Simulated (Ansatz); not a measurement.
# CHCl3 (chloroform): wB97M-V/6-311+G(d,p)

Aim: the electronic atomisation energy of CHCl3 (chloroform) at wB97M-V/6-311+G**, from 4 runs. 

The results are computed with Ansatz 0.2.0.

47 further runs of the same task are left out: 2 that didn't finish, 45 set aside as unsound or not needed.

## Step 1: The molecule

The species is CHCl3 (5 atoms), meant as a singlet with charge 0. SMILES: `ClC(Cl)Cl`. The shape is that of a PBE0-D4/def2-TZVP optimisation.

Bond lengths: Cl1–C2 1.759 Å, C2–Cl3 1.759 Å, C2–Cl4 1.759 Å, C2–H5 1.085 Å. Angles: Cl1–C2–Cl3 111.2°, Cl1–C2–Cl4 111.2°, Cl3–C2–Cl4 111.1°, Cl1–C2–H5 107.7°, Cl3–C2–H5 107.7°, Cl4–C2–H5 107.7°.

## Step 2: The energy at wB97M-V/6-311+G(d,p)

The input, molecule.yaml:

```yaml
crystal:
  periodic: [false, false, false]
  atoms:
    - {symbol: Cl, position_ang: [-0.671480, 0.393200, 1.545220]}
    - {symbol: C, position_ang: [0.050100, 0.086910, -0.029470]}
    - {symbol: Cl, position_ang: [1.233860, -1.211460, 0.056410]}
    - {symbol: Cl, position_ang: [-1.182490, -0.256800, -1.236530]}
    - {symbol: H, position_ang: [0.570000, 0.988150, -0.335650]}
basis:
  gaussian:
    orbitals: 6-311+G_st__st_-spherical.json
accuracy: high
total_charge: 0
output: {orbitals: {seedname: orbitals}}
hamiltonian:
  xc: {name: wB97M-V}
```

The basis set 6-311+G** is read from a file made from the Basis Set Exchange's data (not shown).

Command:

```
$ ansatz run molecule.yaml --threads 1 --pin off --max-ram 3480MiB --events-out events.jsonl --progress --plain --runs-dir runs
```

The program printed:

```text
Warning: RAYON_NUM_THREADS=1 ignored (pool sized by the plan → 1); use --threads N
Functional definition: wB97M-V
  name "wB97M-V"
  parameter omega = 0.3/bohr
  parameter cx = 0.15
  parameter cx01 = 1.007
  parameter cx10 = 0.259
  parameter css00 = 0.443
  parameter css04 = -1.437
  parameter css10 = -4.535
  parameter css20 = -3.390
  parameter css43 = 4.278
  parameter cos00 = 1.000
  parameter cos10 = 1.358
  parameter cos20 = 2.924
  parameter cos21 = -8.812
  parameter cos60 = -1.390
  parameter cos61 = 9.142
  parameter b = 6.0
  parameter c = 0.01
  gx(w, u) = 1 - cx + cx01*u + cx10*w
  gss(w, u) = css00 + css04*u^4 + css10*w + css20*w^2 + css43*w^4*u^3
  gos(w, u) = cos00 + cos10*w + (cos20 + cos21*u)*w^2 + (cos60 + cos61*u)*w^6
  exchange = spin_sum(e_x_unif_sr(omega)*gx(b97_w, b97_u_x)) + cx*exact_x_sr(omega) + exact_x_lr(omega)
  correlation = spin_sum(e_c_pw_mod_same_spin*gss(b97_w, b97_u_same))
      + integral(e_c_pw_mod_opposite_spin*gos(b97_w_opposite, b97_u_opposite)) + vv10(b, c)
2019 factors; integrals over basis functions are off by at most 5.7e-9 eV
411 factors; integrals over basis functions are off by at most 2.4e-9 eV
mean field evaluation 1: about -38619.0970 eV, gradient 1.5e1 eV
mean field evaluation 2: about -38619.2832 eV, gradient 1.6e1 eV
mean field evaluation 4: about -38619.7821 eV, gradient 5.6e-1 eV
mean field evaluation 8: about -38619.8831 eV, gradient 3.4e-2 eV
mean field evaluation 16: about -38619.8831 eV, gradient 6.0e-5 eV
mean field -38619.88306559 eV, -1419.2545251636 hartree, gradient 7.4e-8 eV, S^2 0.000000; 0 other end points of the search recorded, 0 dependent functions left out
reference -38619.88307330 eV, -1419.2545254467 hartree; 29, 29 occupied and 89, 89 virtual orbitals, 2019 factors
Total energy: -38619.88307330 eV, -1419.2545254467 hartree
```

Wall time 87 s (1 thread of Arm Neoverse V2, shared host); peak memory 0.67 GiB.

## Step 3: The C atom

The input, input.yaml:

```yaml
crystal:
  periodic: [false, false, false]
  atoms:
    - {symbol: C, position_ang: [0.000000, 0.000000, 0.000000]}
basis:
  gaussian:
    orbitals: 6-311+G_st__st_.json
hamiltonian:
  xc: {name: wB97M-V}
magnetization:
  spin_polarized: true
  initial_magnetization: 2
accuracy: high
```

The basis set 6-311+G** is read from a file made from the Basis Set Exchange's data (not shown).

Command:

```
$ ansatz run input.yaml --threads 1 --pin off --max-ram 3480MiB --events-out events.jsonl --progress --plain --runs-dir runs
```

The program printed, shortened:

```text
Warning: RAYON_NUM_THREADS=1 ignored (pool sized by the plan → 1); use --threads N
[... 2 set-up lines as earlier in the session ...]
[...]
  gx(w, u) = 1 - cx + cx01*u + cx10*w
  gss(w, u) = css00 + css04*u^4 + css10*w + css20*w^2 + css43*w^4*u^3
  gos(w, u) = cos00 + cos10*w + (cos20 + cos21*u)*w^2 + (cos60 + cos61*u)*w^6
[...]
      + integral(e_c_pw_mod_opposite_spin*gos(b97_w_opposite, b97_u_opposite)) + vv10(b, c)
169 factors; integrals over basis functions are off by at most 2.6e-9 eV
70 factors; integrals over basis functions are off by at most 1.8e-9 eV
[...]
mean field -1029.79507765 eV, -37.8442710833 hartree, gradient 2.1e-8 eV, S^2 2.001890; 0 other end points of the search recorded, 0 dependent functions left out
reference -1029.79508079 eV, -37.8442711990 hartree; 4, 2 occupied and 18, 20 virtual orbitals, 169 factors
Total energy: -1029.79508079 eV, -37.8442711990 hartree
```

It took 2.4 s on 1 thread of Arm Neoverse V2, shared host; peak memory 0.16 GiB.

## Step 4: The Cl atom, same level

The input, job.yaml:

```yaml
basis:
  gaussian:
    orbitals: 6-311+G_st__st_-spherical.json
crystal:
  periodic: [false, false, false]
  atoms:
    - {symbol: Cl, position_ang: [0.000000, 0.000000, 0.000000]}
magnetization:
  spin_polarized: true
  initial_magnetization: 1
hamiltonian:
  xc: {name: wB97M-V}
accuracy: high
```

The basis set 6-311+G** is read from a file made from the Basis Set Exchange's data (not shown).

Run the same way, it converges to -460.12538 Eh (log not shown).

## Step 5: The H atom

The input, job.yaml:

```yaml
basis:
  gaussian: {orbitals: 6-311+G_st__st_.json}
crystal:
  periodic: [false, false, false]
  atoms:
    - {symbol: H, position_ang: [0.000000, 0.000000, 0.000000]}
hamiltonian: {xc: {name: wB97M-V}}
accuracy: high
magnetization: {spin_polarized: true, initial_magnetization: 1}
```

The basis set 6-311+G** is read from a file made from the Basis Set Exchange's data (not shown).

Run the same way, it converges to -0.49411 Eh (log not shown).

## Step 6: Outcome

Level: wB97M-V/6-311+G**.

| quantity | value |
| --- | --- |
| molecule: total energy | -1419.25453 Eh |
| molecule: HOMO energy | -11.25 eV |
| molecule: LUMO energy | 0.92 eV |
| molecule: HOMO–LUMO gap | 12.17 eV |
| C atom: total energy | -37.84427 Eh |
| C atom: ⟨S²⟩ | 2.002 |
| Cl atom: total energy | -460.12538 Eh |
| Cl atom: ⟨S²⟩ | 0.751 |
| H atom: total energy | -0.49411 Eh |
| H atom: ⟨S²⟩ | 0.750 |
| electronic atomisation energy | 14.694 eV |

Taking the molecule apart into free atoms costs 14.69 eV (339 kcal/mol), before zero-point energy and without spin-orbit coupling.
